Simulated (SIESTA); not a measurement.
The system is ZrSiO.

```
Zr Si O
1.0
     3.31999    0.00000    0.00000
     0.00000    3.31999    0.00000
     0.00000    0.00000    7.35184
Zr Si O
2 2 2
Direct
  0.50000 0.00000 0.30841
  0.00000 0.50000 0.69159
  0.00000 0.00000 0.00000
  0.50000 0.50000 0.00000
  0.50000 0.00000 0.61129
  0.00000 0.50000 0.38871
```

The cell comes from a database or a generator and needn't be the stable form of this composition.

```yaml
Program: SIESTA 5.4.2
Task: single point
Functional: PBE
Potentials_or_basis: PseudoDojo 0.4 standard (PBE files)
Basis: DZP (energy shift 0.003 Ry; two zetas on semicore shells)
Grid_cutoff: 800 Ry
Energy_shift: 0.003 Ry
k_mesh: 8 × 8 × 4
Occupations: fermi-dirac, width 0.05 eV
Spin: no spin polarisation
```

On this cell: pressure 0.0 GPa; largest force 0.065 eV/Å; band gap on the k mesh none (metal or under the smearing width).

The same run follows on a disturbed copy (atoms moved at random, drawn with an rms of 0.05 Å):

```xyz
6
Lattice="3.3200 0.0000 0.0000 0.0000 3.3200 0.0000 0.0000 0.0000 7.3518" Properties=species:S:1:pos:R:3 pbc="T T T"
Zr    1.6909    0.0001    2.2693
Zr    0.0389    1.6407    5.0558
Si   -0.0400    0.0272   -0.0278
Si    1.6856    1.6814    0.0361
O     1.6903   -0.0319    4.5178
O     0.0098    1.6381    2.8537
```

**Question.** What does the disturbed cell give?

**Answer.** The energy (extrapolated to zero smearing) moves by +10.3 meV/atom; pressure 0.1 GPa; largest force 1.011 eV/Å; band gap on the k mesh none (metal or under the smearing width).

Forces in eV/Å, atoms in the order of the input:
```
Zr  -0.194 -0.003 -0.135
Zr  -0.141  0.135  0.645
Si   0.979 -0.208  0.143
Si  -0.719 -0.043 -0.319
O   -0.046  0.084 -0.319
O    0.123  0.035 -0.013
```

Stress tensor (GPa, compression positive):
```
 0.49 -0.02 -0.16
-0.02  0.73 -0.17
-0.16 -0.17 -0.87
```

Caveats: the basis of atomic orbitals isn't converged, which shifts pressures, moduli and gaps.
